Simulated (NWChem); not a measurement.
# C3H7FGe (SMILES C[CH](C)[Ge][F]) at 4 levels

Wanted: a comparison of 4 runs (HF/STO-3G, HF/3-21G, B3LYP/6-31G*) of C3H7FGe. 

The results are computed with NWChem 7.3.0.

## (1) The structure to begin with

C3H7FGe: 12 atoms, total charge 0, spin state singlet. As SMILES, `C[CH](C)[Ge][F]`. The coordinates come from a PBE0-D4/def2-TZVP relaxation. This is one conformer, not always the lowest.

Bond lengths: C1–C2 1.525 Å, C2–C3 1.525 Å, C2–Ge4 2.002 Å, Ge4–F5 1.769 Å, C1–H6 1.093 Å, C1–H7 1.096 Å, C1–H8 1.095 Å, C2–H9 1.097 Å, C3–H10 1.096 Å, C3–H11 1.095 Å, C3–H12 1.093 Å. Some angles: C1–C2–C3 111.9°, C1–C2–Ge4 109.8°, C3–C2–Ge4 109.7°, C2–Ge4–F5 95.2°, C1–C2–H9 109.4°, C3–C2–H9 109.4°, Ge4–C2–H9 106.6°, C2–C1–H6 110.9°, C2–C1–H7 110.9°, C2–C1–H8 112.6°.

## (2) Energy and forces at HF/STO-3G (run 1)

The input, run.py:

```python
from ase import Atoms
from ase.calculators.nwchem import NWChem

system = Atoms(['C', 'C', 'C', 'Ge', 'F', 'H', 'H', 'H', 'H', 'H', 'H', 'H'], positions=[
    [-0.752200, 0.083100, 1.096600],
    [0.057100, -0.613800, 0.008200],
    [1.237000, 0.235100, -0.453400],
    [-1.124200, -1.032100, -1.553600],
    [-1.532700, 0.654000, -1.901800],
    [-1.164300, 1.027500, 0.731600],
    [-0.124400, 0.310000, 1.965700],
    [-1.586600, -0.528000, 1.456100],
    [0.426400, -1.575100, 0.387600],
    [1.905400, 0.463700, 0.384400],
    [1.841800, -0.265200, -1.217000],
    [0.893800, 1.185500, -0.870400],
])

calc = NWChem(
    label='run',
    theory='scf',
    memory='2200 mb',
    basis='STO-3G',
    basispar='spherical bse',
    scf={'nopen': '0', 'rhf': None, 'thresh': '1e-08', 'maxiter': '80'},
)
system.calc = calc

forces = system.get_forces()
e = system.get_potential_energy()
print(f"E = {e:.6f} eV")
print("forces (eV/A):")
for s, f in zip(system.symbols, forces):
    print(f"{s:2s} {f[0]:10.5f} {f[1]:10.5f} {f[2]:10.5f}")
print("dipole (e A):", system.get_dipole_moment().round(4))
```

Run with:

```
$ export ASE_NWCHEM_COMMAND="nwchem PREFIX.nwi > PREFIX.nwo"
$ python run.py
```

What it wrote:

```text
E = -61662.889546 eV
forces (eV/A):
C    -0.23788    0.58369    1.09740
C    -1.06264   -1.51998   -1.52641
C     1.06418    0.68052    0.08726
Ge   -0.32555    2.81315   -0.11904
F     0.80933   -2.85392    0.74115
H     0.10089   -0.23335    0.11801
H    -0.25418   -0.01059   -0.25320
H     0.28169    0.12022   -0.20476
H    -0.02458    0.57834    0.02623
H    -0.18286   -0.00422   -0.30817
H    -0.28071    0.07878    0.23366
H     0.11231   -0.23263    0.10788
dipole (e A): [ 0.0423 -0.1548  0.0383]
```

The calculator wrote run.nwi:

```
title "run"

permanent_dir run

scratch_dir run

start run

geometry units angstrom nocenter noautosym noautoz
  C  -7.5219999999999998e-01 8.3099999999999993e-02 1.0966000000000000e+00
  C  5.7099999999999998e-02 -6.1380000000000001e-01 8.2000000000000007e-03
  C  1.2370000000000001e+00 2.3510000000000000e-01 -4.5340000000000003e-01
  Ge -1.1242000000000001e+00 -1.0321000000000000e+00 -1.5536000000000001e+00
  F  -1.5327000000000000e+00 6.5400000000000003e-01 -1.9017999999999999e+00
  H  -1.1642999999999999e+00 1.0275000000000001e+00 7.3160000000000003e-01
  H  -1.2440000000000000e-01 3.1000000000000000e-01 1.9657000000000000e+00
  H  -1.5866000000000000e+00 -5.2800000000000002e-01 1.4560999999999999e+00
  H  4.2640000000000000e-01 -1.5750999999999999e+00 3.8760000000000000e-01
  H  1.9054000000000000e+00 4.6370000000000000e-01 3.8440000000000002e-01
  H  1.8418000000000001e+00 -2.6519999999999999e-01 -1.2170000000000001e+00
  H  8.9380000000000004e-01 1.1855000000000000e+00 -8.7039999999999995e-01
end

memory 2200 mb

basis spherical bse noprint
   * library STO-3G
end

scf
  nopen 0
  rhf
  thresh 1e-08
  maxiter 80
end

task scf gradient
```

run.nwo:

```text
Northwest Computational Chemistry Package (NWChem) 7.3.0
             --------------------------------------------------------

           Job information
           ---------------

    nwchem branch   = 7.3.0
    use scalapack   = T
    input           = run.nwi
    prefix          = run.
    data base       = run/run.db
    status          = startup
    nproc           =        1

           Memory information
           ------------------

    heap     =     72089594 doubles =      550.0 Mbytes
    stack    =     72089599 doubles =      550.0 Mbytes
    global   =    144179200 doubles =     1100.0 Mbytes (distinct from heap & stack)
    total    =    288358393 doubles =     2200.0 Mbytes
    verify   = yes
    hardfail = no

[... 143 lines left out ...]
 Convergence threshold     :          1.000E-08
[... 13 lines left out ...]
       Final RHF  results
[... 3 lines left out ...]
      One-electron energy =  -3892.006520776143
[... 1 line left out ...]
 Nuclear repulsion energy =    357.802073716566
[... 51 lines left out ...]
                       ROHF Final Molecular Orbital Analysis
[... 266 lines left out ...]
                         RHF ENERGY GRADIENTS

    atom               coordinates                        gradient
                 x          y          z           x          y          z
   1 C      -1.421452   0.157036   2.072274    0.004626  -0.011351  -0.021341
   2 C       0.107903  -1.159914   0.015496    0.020665   0.029559   0.029684
   3 C       2.337591   0.444275  -0.856802   -0.020695  -0.013234  -0.001697
[... 8 lines of this table left out ...]
  12 H       1.689037   2.240270  -1.644818   -0.002184   0.004524  -0.002098

                 ----------------------------------------
                 |  Time  |  1-e(secs)   |  2-e(secs)   |
                 ----------------------------------------
                 |  CPU   |       0.00   |       0.69   |
                 ----------------------------------------
                 |  WALL  |       0.00   |       0.69   |
                 ----------------------------------------

 Task  times  cpu:        4.9s     wall:        4.9s
 Total times  cpu:        4.9s     wall:        4.9s
```

Run time: 5.7 s. Hardware: 1 thread of AMD EPYC 9R45 (Zen 5), shared host; peak memory 0.1 GiB.

## (3) Energy and forces at HF/3-21G (run 2)

The input, run.py:

```python
from ase import Atoms
from ase.calculators.nwchem import NWChem

atoms = Atoms(['C', 'C', 'C', 'Ge', 'F', 'H', 'H', 'H', 'H', 'H', 'H', 'H'], positions=[
    [-0.752200, 0.083100, 1.096600],
    [0.057100, -0.613800, 0.008200],
    [1.237000, 0.235100, -0.453400],
    [-1.124200, -1.032100, -1.553600],
    [-1.532700, 0.654000, -1.901800],
    [-1.164300, 1.027500, 0.731600],
    [-0.124400, 0.310000, 1.965700],
    [-1.586600, -0.528000, 1.456100],
    [0.426400, -1.575100, 0.387600],
    [1.905400, 0.463700, 0.384400],
    [1.841800, -0.265200, -1.217000],
    [0.893800, 1.185500, -0.870400],
])

calc = NWChem(
    label='sp',
    theory='scf',
    memory='2200 mb',
    basis='3-21G',
    basispar='spherical bse',
    scf={'nopen': '0', 'rhf': None, 'thresh': '1e-08', 'maxiter': '80'},
)
atoms.calc = calc

forces = atoms.get_forces()
print(f"energy = {atoms.get_potential_energy():.6f} eV")
print("forces (eV/A):")
for s, f in zip(atoms.symbols, forces):
    print(f"{s:2s} {f[0]:10.5f} {f[1]:10.5f} {f[2]:10.5f}")
print("dipole (e A):", atoms.get_dipole_moment().round(4))
```

Run with:

```
$ export ASE_NWCHEM_COMMAND="nwchem PREFIX.nwi > PREFIX.nwo"
$ python run.py
```

What it wrote:

```text
energy = -62077.706337 eV
forces (eV/A):
C    -0.25819    0.53356    0.72351
C    -0.46028   -1.03029   -0.69528
C     0.71343    0.60611   -0.03034
Ge   -0.18712    1.69168   -0.06130
F     0.46419   -1.62555    0.42629
H     0.11930   -0.28863    0.00566
H    -0.17365   -0.06911   -0.24626
H     0.20517    0.10470   -0.10968
H    -0.07009    0.36664   -0.05404
H    -0.19026   -0.06983   -0.23351
H    -0.16728    0.07693    0.18070
H     0.00478   -0.29614    0.09426
dipole (e A): [ 0.1921 -0.3136  0.2141]
```

The calculator wrote sp.nwi:

```
title "sp"

permanent_dir sp

scratch_dir sp

start sp

geometry units angstrom nocenter noautosym noautoz
  C  -7.5219999999999998e-01 8.3099999999999993e-02 1.0966000000000000e+00
  C  5.7099999999999998e-02 -6.1380000000000001e-01 8.2000000000000007e-03
  C  1.2370000000000001e+00 2.3510000000000000e-01 -4.5340000000000003e-01
  Ge -1.1242000000000001e+00 -1.0321000000000000e+00 -1.5536000000000001e+00
  F  -1.5327000000000000e+00 6.5400000000000003e-01 -1.9017999999999999e+00
  H  -1.1642999999999999e+00 1.0275000000000001e+00 7.3160000000000003e-01
  H  -1.2440000000000000e-01 3.1000000000000000e-01 1.9657000000000000e+00
  H  -1.5866000000000000e+00 -5.2800000000000002e-01 1.4560999999999999e+00
  H  4.2640000000000000e-01 -1.5750999999999999e+00 3.8760000000000000e-01
  H  1.9054000000000000e+00 4.6370000000000000e-01 3.8440000000000002e-01
  H  1.8418000000000001e+00 -2.6519999999999999e-01 -1.2170000000000001e+00
  H  8.9380000000000004e-01 1.1855000000000000e+00 -8.7039999999999995e-01
end

memory 2200 mb

basis spherical bse noprint
   * library 3-21G
end

scf
  nopen 0
  rhf
  thresh 1e-08
  maxiter 80
end

task scf gradient
```

sp.nwo:

```text
Northwest Computational Chemistry Package (NWChem) 7.3.0
             --------------------------------------------------------

           Job information
           ---------------

    nwchem branch   = 7.3.0
    use scalapack   = T
    input           = sp.nwi
    prefix          = sp.
    data base       = sp/sp.db
    status          = startup
    nproc           =        1

           Memory information
           ------------------

    heap     =     72089594 doubles =      550.0 Mbytes
    stack    =     72089599 doubles =      550.0 Mbytes
    global   =    144179200 doubles =     1100.0 Mbytes (distinct from heap & stack)
    total    =    288358393 doubles =     2200.0 Mbytes
    verify   = yes
    hardfail = no

[... 143 lines left out ...]
 Convergence threshold     :          1.000E-08
[... 13 lines left out ...]
       Final RHF  results
[... 3 lines left out ...]
      One-electron energy =  -3893.165111110659
[... 1 line left out ...]
 Nuclear repulsion energy =    357.802073716566
[... 51 lines left out ...]
                       ROHF Final Molecular Orbital Analysis
[... 259 lines left out ...]
                         RHF ENERGY GRADIENTS

    atom               coordinates                        gradient
                 x          y          z           x          y          z
   1 C      -1.421452   0.157036   2.072274    0.005021  -0.010376  -0.014070
   2 C       0.107903  -1.159914   0.015496    0.008951   0.020036   0.013521
   3 C       2.337591   0.444275  -0.856802   -0.013874  -0.011787   0.000590
[... 8 lines of this table left out ...]
  12 H       1.689037   2.240270  -1.644818   -0.000093   0.005759  -0.001833

                 ----------------------------------------
                 |  Time  |  1-e(secs)   |  2-e(secs)   |
                 ----------------------------------------
                 |  CPU   |       0.00   |       0.76   |
                 ----------------------------------------
                 |  WALL  |       0.00   |       0.76   |
                 ----------------------------------------

 Task  times  cpu:        5.0s     wall:        5.0s
 Total times  cpu:        5.0s     wall:        5.0s
```

Wall time 6 s (1 thread of AMD EPYC 9R45 (Zen 5), shared host); peak memory 0.1 GiB.

Run 3 isn't shown in full; the table further down has it.

## (4) Energy and gradient at B3LYP/6-31G(d) (Cartesian functions) (run 4)

The input, work.nw:

```
start work
title "C3H7FGe"
memory total 2200 mb
charge 0
geometry units bohr noautosym nocenter noautoz
C   -1.42145199   0.15703624   2.07227367
C    0.10790336  -1.15991390   0.01549575
C    2.33759122   0.44427461  -0.85680182
Ge  -2.12443011  -1.95038633  -2.93587851
F   -2.89638323   1.23588089  -3.59388114
H   -2.20020813   1.94169359   1.38252363
H   -0.23508193   0.58581510   3.71463464
H   -2.99823947  -0.99777539   2.75163021
H    0.80577922  -2.97650762   0.73245785
H    3.60068416   0.87626600   0.72641072
H    3.48049758  -0.50115537  -2.29979669
H    1.68903721   2.24027032  -1.64481762
end
basis "ao basis" cartesian
C library 6-31G*
Ge library 6-31G*
F library 6-31G*
H library 6-31G*
end
dft
xc b3lyp
grid fine
convergence energy 1e-08
maxiter 100
mulliken
end
task dft gradient
```

Run with:

```
$ nwchem work.nw > work.out
```

What it wrote:

```text
[...]
          Wavefunction type:  closed shell.
          No. of atoms     :    12
          No. of electrons :    66
[...]
          Charge           :     0
          Spin multiplicity:     1
[...]
          AO basis - number of functions:   109
[...]
              XC Information
              --------------
                         B3LYP Method XC Potential
                     Hartree-Fock (Exact) Exchange  0.200
                        Slater Exchange Functional  0.800 local
                    Becke 1988 Exchange Functional  0.720 non-local
              Lee-Yang-Parr Correlation Functional  0.810
                  VWN I RPA Correlation Functional  0.190 local
[...]
 d= 0,ls=0.0,diis     1  -2295.0667665363 -2.65D+03  1.60D-02  1.59D+00     2.7
[...]
 d= 0,ls=0.0,diis    11  -2295.1639435087 -4.17D-09  3.61D-07  1.29D-09    22.6
         Total DFT energy =    -2295.163943508709
      One electron energy =    -3904.676435840493
           Coulomb energy =     1360.164341808555
    Exchange-Corr. energy =     -108.453897416075
 Nuclear repulsion energy =      357.802047939304
[...]
  wavefunction    = closed shell
                         DFT ENERGY GRADIENTS
    atom               coordinates                        gradient
                 x          y          z           x          y          z
   1 C      -1.421452   0.157036   2.072274    0.001623  -0.002180  -0.003384
   2 C       0.107903  -1.159914   0.015496   -0.000873   0.003354  -0.000749
   3 C       2.337591   0.444275  -0.856802   -0.003471  -0.002529   0.000569
   4 Ge     -2.124430  -1.950386  -2.935879    0.003667   0.005196   0.005239
   5 F      -2.896383   1.235881  -3.593881    0.000660  -0.003345   0.000498
   6 H      -2.200208   1.941694   1.382524    0.000904  -0.001522   0.000751
   7 H      -0.235082   0.585815   3.714635   -0.000977  -0.000742  -0.002306
   8 H      -2.998239  -0.997775   2.751630    0.001846   0.001311  -0.000920
   9 H       0.805779  -2.976508   0.732458   -0.000694   0.001789  -0.000712
  10 H       3.600684   0.876266   0.726411   -0.001923  -0.000810  -0.001573
  11 H       3.480498  -0.501155  -2.299797   -0.001416   0.001037   0.001624
[...]
```

It took 29 s on 1 thread of AMD EPYC 9R45 (Zen 5), shared host; peak memory 0.13 GiB.

## (5) All runs side by side

```
run                               level  iteration cap  module   energy (Eh)  dipole moment (D)  HOMO energy (eV)  LUMO energy (eV)  wall time
  1                           HF/STO-3G             80     scf  -2266.069413               0.79             -6.14              4.99      5.7 s
  2                            HF/3-21G             80     scf  -2281.313649               2.04             -8.65              0.98        6 s
  3  B3LYP/6-31G* (spherical functions)            100     dft  -2295.155317                  –                 –                 –       26 s
  4  B3LYP/6-31G* (Cartesian functions)            100     dft  -2295.163944               1.88             -6.05             -2.44       29 s
```

## (6) Summary of results

| quantity | value |
| --- | --- |
| run 4: total energy | -2295.16394 Eh |
| run 4: dipole moment | 1.88 D |
| run 4: HOMO energy | -6.05 eV |
| run 4: LUMO energy | -2.44 eV |
| run 4: HOMO–LUMO gap | 3.62 eV |
| run 4: largest force on an atom | 0.424 eV/Å |

**Reading.** Over runs 1, 2, 4 the dipole moment (its size) runs from 0.79 D (HF/STO-3G) to 2.04 D (HF/3-21G). Over runs 1, 2, 4 the HOMO–LUMO gap runs from 3.62 eV (B3LYP/6-31G*) to 11.13 eV (HF/STO-3G). The two ends differ in method and basis. In run 1 the basis is minimal, so the values are rough. All runs together took 68 s, the longest 29 s.
